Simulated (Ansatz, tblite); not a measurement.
# C8H7F13O3Si: one state, many levels

How do method and basis change the picture of C8H7F13O3Si (singlet)?

Method: as each input shows; program: Ansatz 0.2.0, Gaussian basis.

The runs, in order: GFN1-xTB, GFN2-xTB, PBE-D4/def2-TZVP, r2SCAN-D4/def2-TZVP, B2PLYP/def2-TZVP, HSE06-D4/def2-TZVP, BLYP-D4/def2-TZVP, LC-ωPBE(0.10)/def2-SVP, LC-ωPBE(0.15)/def2-SVP, LC-ωPBE(0.20)/def2-SVP, LC-ωPBE(0.30)/def2-SVP, PBE-D4/def2-SVP, PBE0-D4/def2-SVP, HF/STO-3G, HF/6-31G, B3LYP-D4/6-31G, MP2/def2-SVP, RPA/def2-SVP.

## Step 1: The structure

The singlet was relaxed beforehand with PBE-D4/def2-SVP.

SMILES `O[Si](O)(O)CCC(F)(F)C(F)(F)C(F)(F)C(F)(F)C(F)(F)C(F)(F)F`, 32 atoms, charge 0, spin multiplicity 1.

Bond lengths: O1–Si2 1.675 Å, O1–H26 0.973 Å, Si2–O3 1.668 Å, Si2–O4 1.676 Å, Si2–C5 1.889 Å, O3–H27 0.972 Å, O4–H28 0.974 Å, C5–C6 1.535 Å, C5–H29 1.110 Å, C5–H30 1.109 Å, C6–C7 1.523 Å, C6–H31 1.110 Å, C6–H32 1.110 Å, C7–F8 1.368 Å, C7–F9 1.377 Å, C7–C10 1.557 Å, C10–F11 1.351 Å, C10–F12 1.376 Å and more. Angles: Si2–O1–H26 114.7°, O1–Si2–O3 112.5°, O1–Si2–O4 107.6°, O1–Si2–C5 113.4°, O3–Si2–O4 107.4°, O3–Si2–C5 103.3°, O4–Si2–C5 112.4°, Si2–O3–H27 114.5°, Si2–O4–H28 112.3°, Si2–C5–C6 117.6°, Si2–C5–H29 104.4°, Si2–C5–H30 109.6°, C6–C5–H29 107.6°, C6–C5–H30 111.4°, H29–C5–H30 105.4°, C5–C6–C7 118.6°, C5–C6–H31 111.5°, C5–C6–H32 110.0° and more.

PBE0-D4/def2-TZVP was run before; its log isn't repeated, and its numbers join the tables.

## Step 2: GFN1-xTB

Tight binding, by tblite at 300 K electronic temperature and without a spin-polarisation term:

```python
tblite.interface.Calculator('GFN1-xTB', numbers, positions, charge=0, uhf=0).singlepoint()
```

Energy -2821.7946 eV, HOMO -12.30 eV, LUMO -4.86 eV; 0.06 s.

## Step 3: GFN2-xTB

Tight binding, by tblite at 300 K electronic temperature and without a spin-polarisation term:

```python
tblite.interface.Calculator('GFN2-xTB', numbers, positions, charge=0, uhf=0).singlepoint()
```

Energy -2619.1024 eV, HOMO -11.72 eV, LUMO -4.68 eV; 0.059 s.

## Step 4: PBE-D4/def2-TZVP

start.molden holds the orbitals of an earlier run on this state, given as this run's starting guess.

Input file in.yaml:

```yaml
crystal:
  periodic: [false, false, false]
  atoms:
    - {symbol: O, position_ang: [-2.777306, 1.365777, 0.967468]}
    - {symbol: Si, position_ang: [-3.481473, 1.035738, -0.516396]}
    - {symbol: O, position_ang: [-5.141454, 0.908116, -0.420043]}
    - {symbol: O, position_ang: [-3.135342, 2.317744, -1.538590]}
    - {symbol: C, position_ang: [-2.957913, -0.626779, -1.243484]}
    - {symbol: C, position_ang: [-1.616657, -0.686936, -1.986999]}
    - {symbol: C, position_ang: [-0.356496, -0.252835, -1.250998]}
    - {symbol: F, position_ang: [0.696907, -0.324329, -2.121193]}
    - {symbol: F, position_ang: [-0.452090, 1.056066, -0.834772]}
    - {symbol: C, position_ang: [0.030133, -1.106301, -0.006895]}
    - {symbol: F, position_ang: [0.255544, -2.375899, -0.409932]}
    - {symbol: F, position_ang: [-1.035912, -1.124034, 0.862775]}
    - {symbol: C, position_ang: [1.236975, -0.630329, 0.883091]}
    - {symbol: F, position_ang: [0.878374, 0.526850, 1.491983]}
    - {symbol: F, position_ang: [1.393977, -1.592467, 1.828607]}
    - {symbol: C, position_ang: [2.606702, -0.408343, 0.170625]}
    - {symbol: F, position_ang: [2.557981, 0.758555, -0.511129]}
    - {symbol: F, position_ang: [2.818248, -1.430110, -0.695560]}
    - {symbol: C, position_ang: [3.873350, -0.368766, 1.101426]}
    - {symbol: F, position_ang: [4.074841, -1.598075, 1.625909]}
    - {symbol: F, position_ang: [4.915887, -0.061140, 0.290170]}
    - {symbol: C, position_ang: [3.875597, 0.666090, 2.268783]}
    - {symbol: F, position_ang: [5.107248, 0.716307, 2.797353]}
    - {symbol: F, position_ang: [3.011085, 0.298792, 3.228257]}
    - {symbol: F, position_ang: [3.544057, 1.886307, 1.819451]}
    - {symbol: H, position_ang: [-2.239115, 0.642010, 1.331738]}
    - {symbol: H, position_ang: [-5.589518, 1.707585, -0.094717]}
    - {symbol: H, position_ang: [-2.260086, 2.706839, -1.361077]}
    - {symbol: H, position_ang: [-3.757917, -0.872187, -1.973408]}
    - {symbol: H, position_ang: [-3.022967, -1.410474, -0.462070]}
    - {symbol: H, position_ang: [-1.409763, -1.707887, -2.369146]}
    - {symbol: H, position_ang: [-1.642908, -0.015905, -2.871246]}
basis:
  gaussian: {orbitals: def2-TZVP, fitting: {mean_field: def2-universal-jkfit}, initial_orbitals: start.molden}
hamiltonian: {xc: pbe, dispersion: d4}
scf: {omitted_lower_state_checks: [starts]}
output: {forces: true, orbitals: {seedname: orbitals}}
```

Command:

```bash
ansatz run in.yaml --threads 2 --pin off --events-out ev --progress --plain --max-ram 32768MiB --backend cuda --devices 0, --max-vram 18GiB
```

The runs that follow: r2SCAN-D4/def2-TZVP; B2PLYP/def2-TZVP; HSE06-D4/def2-TZVP; BLYP-D4/def2-TZVP; LC-ωPBE(0.10)/def2-SVP; LC-ωPBE(0.15)/def2-SVP; LC-ωPBE(0.20)/def2-SVP; LC-ωPBE(0.30)/def2-SVP; PBE-D4/def2-SVP; PBE0-D4/def2-SVP; HF/STO-3G; HF/6-31G; B3LYP-D4/6-31G; MP2/def2-SVP; RPA/def2-SVP.

Q: Predict the results of all the runs planned. Wanted: gap in def2-TZVP, named functionals, smallest and largest; gap over the ω; correlation energy, MP2/def2-SVP; binding an atom, functionals in def2-TZVP; PBE0 total energy, smallest basis above largest.

The runs gave:

| quantity | value |
| --- | --- |
| gap in def2-TZVP, named functionals, smallest and largest | 5.96 eV (PBE-D4), 8.63 eV (PBE0-D4) |
| gap over the ω (1/bohr) | 8.84 eV at 0.1, 12.82 eV at 0.3 |
| correlation energy, MP2/def2-SVP | -111.55 eV |
| binding an atom, functionals in def2-TZVP | 4.42 (BLYP-D4) to 4.60 eV (PBE-D4) |
| PBE0 total energy, smallest basis above largest | 62.33 eV (def2-SVP, def2-TZVP) |

In words: Orbital gaps of the named functionals in def2-TZVP span 5.96 eV (PBE-D4) to 8.63 eV (PBE0-D4); exact exchange widens it. Raising the ω (1/bohr) from 0.1 to 0.3 moves the HOMO by -2.31 eV and the LUMO by +1.68 eV.
